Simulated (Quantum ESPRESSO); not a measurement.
**MoSe: zone-centre phonons under several settings**

```
Mo Se
1.0
     3.50023    0.00000    0.00000
     0.00000    3.50023    0.00000
     0.00000    0.00000    3.50023
Mo Se
1 1
Direct
  0.00000 0.00000 0.00000
  0.50000 0.50000 0.50000
```

The cell was built by a generator and needn't be a form met in nature.

All runs used Quantum ESPRESSO 7.5; potentials GBRV 1.5 PBEsol; given cell; no spin polarisation; cutoff 612 eV.

```csv
level,k mesh (s: shifted),occupations,pressure (GPa),lowest optical mode without the field (cm⁻¹)
PBEsol,2 × 2 × 2s,"smeared at first, fixed for the response",-34.8,136i
PBEsol,4 × 4 × 4s,"fermi-dirac, width 0.05 eV",?,?
PBEsol,6 × 6 × 6s,"fermi-dirac, width 0.05 eV",-31.0,127i
PBEsol,8 × 8 × 8s,"fermi-dirac, width 0.05 eV",-30.8,127i
PBEsol,10 × 10 × 10s,"fermi-dirac, width 0.05 eV",-30.8,128i
```

Q: What stands in the row left open?

A: Pressure -30.1 GPa; lowest optical mode without the field 109i cm⁻¹.

Values marked i are imaginary: the cell is unstable against those modes at that level, or the meshes are too thin.

Caveats: some runs use coarse meshes; some modes are imaginary; the cell is more than 3 GPa from zero pressure, which shifts response properties; a pressure of tens of GPa on the cell as given is suspect, and the run, the potentials or the cell itself is likely at fault; the mesh is thin for the phonons of a metal (some runs).

For the row left open. Caveat: the k mesh is coarse (spacing up to 0.45 Å⁻¹), so the values aren't converged; the mesh is thin for the phonons of a metal; some modes are imaginary; the cell is more than 3 GPa from zero pressure, which shifts response properties; a pressure of tens of GPa on the cell as given is suspect, and the run, the potentials or the cell itself is likely at fault.
